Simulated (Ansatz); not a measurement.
**C2H4FNOSi: one species, many methods**

One table from this session's results is given with a row withheld; the runs are named, their logs left out.

Method: functionals in def2-TZVPP, the program's frozen cores in correlated methods; program: Ansatz 0.2.0, Gaussian basis.

The runs, in order: LDA (SPW92), PBE-D4, revPBE-D4, BLYP-D4, r2SCAN-D4, B97M-V, PBE0-D4, B3LYP-D4, r2SCANh-D4, r2SCAN0-D4, HSE06-D4, BHLYP-D4, CAM-B3LYP-D4, LC-ωPBE, ωB97X-V, ωB97M-V, B2PLYP, PBE-QIDH; CCSD(T)/def2-SVP; CCSD(T)/def2-TZVPP; MP2/def2-QZVPP; extrapolation to the limit; RPA on PBE.

## Structure used throughout

All runs share one geometry, relaxed beforehand with PBE0-D4 in a triple-zeta def2 set.

SMILES `N#CC(O)(F)[SiH3]`, 10 atoms, charge 0, spin multiplicity 1.

Atoms are counted from 1 here; the program's logs count them from 0.

Bond lengths: N1–C2 1.150 Å, C2–C3 1.472 Å, C3–O4 1.373 Å, C3–F5 1.391 Å, C3–Si6 1.934 Å, O4–H7 0.966 Å, Si6–H8 1.480 Å, Si6–H9 1.480 Å, Si6–H10 1.480 Å. Angles: N1–C2–C3 176.9°, C2–C3–O4 111.9°, C2–C3–F5 106.6°, C2–C3–Si6 111.7°, O4–C3–F5 110.3°, O4–C3–Si6 108.2°, F5–C3–Si6 108.2°, C3–O4–H7 110.0°, C3–Si6–H8 106.2°, C3–Si6–H9 107.9°, C3–Si6–H10 107.2°, H8–Si6–H9 112.0°, H8–Si6–H10 111.9°, H9–Si6–H10 111.3°.

The first run:

The input, in.yaml:

```yaml
crystal:
  periodic: [false, false, false]
  atoms:
    - {symbol: N, position_ang: [-0.508963, -2.489009, -0.906358]}
    - {symbol: C, position_ang: [-0.456786, -1.354445, -0.728491]}
    - {symbol: C, position_ang: [-0.320474, 0.086837, -0.463054]}
    - {symbol: O, position_ang: [0.454907, 0.710039, -1.409009]}
    - {symbol: F, position_ang: [-1.607063, 0.614534, -0.470825]}
    - {symbol: Si, position_ang: [0.459878, 0.422093, 1.274686]}
    - {symbol: H, position_ang: [0.164098, 0.456248, -2.294274]}
    - {symbol: H, position_ang: [0.538852, 1.893091, 1.416173]}
    - {symbol: H, position_ang: [1.798674, -0.209244, 1.301011]}
    - {symbol: H, position_ang: [-0.440023, -0.181246, 2.283243]}
basis:
  gaussian: {orbitals: def2-TZVPP}
hamiltonian: {xc: lda}
output: {orbitals: {seedname: orbitals}}
```

Among the steps run: LDA; PBE-D4 (GGA); revPBE-D4 (GGA); BLYP-D4 (GGA); r2SCAN-D4 (meta-GGA); B97M-V (meta-GGA); PBE0-D4 (hybrid); B3LYP-D4 (hybrid); r2SCANh-D4 (hybrid); r2SCAN0-D4 (hybrid); HSE06-D4 (hybrid); BHLYP-D4 (hybrid); CAM-B3LYP-D4 (range-separated); LC-ωPBE (range-separated); ωB97X-V (range-separated); ωB97M-V (range-separated); B2PLYP (double hybrid); PBE-QIDH (double hybrid).

One of the session's tables, all rows but one given; the rest of the session is left out.

It belongs to the step «Frontier levels by functional». 

```
  functional  HOMO (eV)  gap (eV)
 LDA (SPW92)      -8.06      6.08
      PBE-D4      -7.91      6.20
   revPBE-D4      -7.84      6.24
     BLYP-D4      -7.83      6.23
   r2SCAN-D4      -8.24      6.79
      B97M-V      -8.34      6.86
     PBE0-D4      -9.37      8.65
    B3LYP-D4      -9.16      8.19
  r2SCANh-D4      -8.78      7.69
  r2SCAN0-D4      -9.58      9.02
    HSE06-D4      -8.96      7.86
    BHLYP-D4     -10.73     11.00
CAM-B3LYP-D4     -10.80     11.14
     LC-ωPBE          ?         ?
     ωB97X-V     -11.76     13.20
     ωB97M-V     -11.63     12.83
```

**Question.** Estimate the row for LC-ωPBE.

**Answer.** HOMO (eV): -12.11; gap (eV): 13.67. In the column «HOMO (eV)» it is the lowest.
